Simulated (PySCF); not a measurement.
Crystal: OGaFSH2, in a box.

```
O Ga F S H
1.0
    12.00000    0.00000    0.00000
     0.00000   12.00000    0.00000
     0.00000    0.00000   13.00000
O Ga F S H
1 1 1 1 2
Direct
  0.61276 0.49405 0.42350
  0.55012 0.47883 0.54588
  0.61883 0.38604 0.62699
  0.40134 0.55971 0.60655
  0.57514 0.54478 0.37824
  0.38334 0.61746 0.51954
```

Base run:

* Program: PySCF 2.14.0
* Functional: MN15-L
* Dispersion: D3
* Potentials or basis: 6-31g* (all-electron)
* k mesh: 1 × 1 × 1
* Occupations: fixed
* Spin: no spin polarisation

Its results: gap between the frontier levels 5.68 eV.

Question: The run is repeated on the same cell with these changes: functional from MN15-L to BP86. What comes out?

Answer: Gap between the frontier levels 4.66 eV.

Caveats: this is a molecule in a periodic box at the Γ point, so its band gap is the HOMO-LUMO gap; relativity is left out, which matters for the heavier elements; the basis of atomic orbitals isn't converged, which shifts pressures, moduli and gaps.

A k mesh can miss the band edges.

Not every run made on this cell is shown here.
